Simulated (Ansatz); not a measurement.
# C₂H₁₀SiSn: up Jacob's ladder to CCSD(T)

Aim: compute C₂H₁₀SiSn with functionals from several rungs and with coupled cluster, and see how far each lands from CCSD(T) at the basis-set limit for the atomisation energy.

Method: functionals in def2-TZVPP, the program's frozen cores in correlated methods; program: Ansatz 0.2.0, Gaussian basis.

Levels to be run: PBE-D4, r2SCAN-D4, PBE0-D4, B3LYP-D4, ωB97X-V, ωB97M-V, B2PLYP; CCSD(T)/def2-TZVPP; MP2/def2-QZVPP; extrapolation to the limit.

## Step 1: The geometry

The geometry comes from an earlier relaxation with PBE0-D4 in a triple-zeta def2 set; it is a stationary point, not always the lowest conformer. Sn takes the def2 core potential; no spin-orbit term is included.

14 atoms, charge 0, spin multiplicity 1.

Atoms are counted from 1 here; the program's logs count them from 0.

Bond lengths: C1–Si2 1.879 Å, C1–H5 1.092 Å, C1–H6 1.092 Å, C1–H7 1.092 Å, Si2–Sn3 2.566 Å, Si2–H8 1.491 Å, Si2–H9 1.490 Å, Sn3–C4 2.149 Å, Sn3–H10 1.716 Å, Sn3–H11 1.714 Å, C4–H12 1.090 Å, C4–H13 1.090 Å, C4–H14 1.090 Å. Angles: Si2–C1–H5 110.8°, Si2–C1–H6 110.7°, Si2–C1–H7 110.8°, H5–C1–H6 108.1°, H5–C1–H7 108.1°, H6–C1–H7 108.2°, C1–Si2–Sn3 111.4°, C1–Si2–H8 109.8°, C1–Si2–H9 110.1°, Sn3–Si2–H8 108.7°, Sn3–Si2–H9 109.5°, H8–Si2–H9 107.3°, Si2–Sn3–C4 110.9°, Si2–Sn3–H10 110.5°, Si2–Sn3–H11 111.4°, C4–Sn3–H10 108.1°, C4–Sn3–H11 108.6°, H10–Sn3–H11 107.2° and more.

## Step 2: PBE-D4 (GGA)

Contents of in.yaml:

```yaml
crystal:
  periodic: [false, false, false]
  atoms:
    - {symbol: C, position_ang: [-1.451935, 0.957578, 1.486161]}
    - {symbol: Si, position_ang: [-0.637012, -0.720837, 1.266920]}
    - {symbol: Sn, position_ang: [1.363553, -0.586207, -0.333725]}
    - {symbol: C, position_ang: [0.758573, 0.153939, -2.258239]}
    - {symbol: H, position_ang: [-1.807577, 1.343986, 0.528329]}
    - {symbol: H, position_ang: [-2.306686, 0.887103, 2.162807]}
    - {symbol: H, position_ang: [-0.746111, 1.679921, 1.902095]}
    - {symbol: H, position_ang: [-1.624066, -1.694069, 0.717075]}
    - {symbol: H, position_ang: [-0.185328, -1.246835, 2.586143]}
    - {symbol: H, position_ang: [2.563295, 0.469202, 0.291282]}
    - {symbol: H, position_ang: [2.097820, -2.119988, -0.545148]}
    - {symbol: H, position_ang: [0.009283, -0.507931, -2.692914]}
    - {symbol: H, position_ang: [0.333565, 1.152895, -2.157126]}
    - {symbol: H, position_ang: [1.619627, 0.201943, -2.924961]}
basis:
  gaussian: {orbitals: def2-TZVPP}
hamiltonian: {xc: pbe, dispersion: d4}
output: {forces: true, orbitals: {seedname: orbitals}}
```

Command:

```bash
> ansatz run in.yaml --threads 2 --pin off --events-out ev --progress --plain --max-ram 22528MiB --backend cuda --devices 0, --max-vram 18GiB
```

After this run come: r2SCAN-D4 (meta-GGA); PBE0-D4 (hybrid); B3LYP-D4 (hybrid); ωB97X-V (range-separated); ωB97M-V (range-separated); B2PLYP (double hybrid); CCSD(T) in def2-TZVPP; MP2 in def2-QZVPP.

Before running them: what should the planned runs give, taken together? Wanted: atomisation energy, CCSD(T)/CBS; farthest; mean size of error, hybrid; mean size of error, range-separated; gap, smallest and largest; T1 diagnostic; triples share of the correlation energy.

As calculated:

| quantity | value |
| --- | --- |
| atomisation energy, CCSD(T)/CBS | 4548.5 kJ/mol |
| functionals within 45.5 kJ/mol (1.0 %) | PBE-D4, r2SCAN-D4, PBE0-D4, B3LYP-D4, ωB97X-V, ωB97M-V |
| farthest | B2PLYP (-82.2 kJ/mol) |
| mean size of error, hybrid | 32.7 kJ/mol |
| mean size of error, range-separated | 11.5 kJ/mol |
| gap, smallest and largest | 5.62 eV (PBE-D4), 11.39 eV (ωB97X-V) |
| T1 diagnostic | 0.0116 |
| triples share of the correlation energy | 3.3 % |

**Reading.** PBE-D4 misses by -21.4 kJ/mol. Double hybrids carry the basis error of their MP2 part in triple zeta, and no dispersion term here, so their miss is partly the set-up's. Misses under about 45.5 kJ/mol are within the doubt on the reference itself, which lacks core-valence correlation, spin-orbit coupling and higher excitations, and its outer-core shells are covered unevenly. All levels share the lack of spin-orbit coupling, which lowers the free heavy atoms and so the true binding. Hartree-Fock recovers 75 % of the binding; the rest is correlation. The gap grows from 5.6 to 11.4 eV across the functionals, mostly with the share of exact exchange. Correlated methods include outer-core shells of Sn, which these sets cover unevenly.
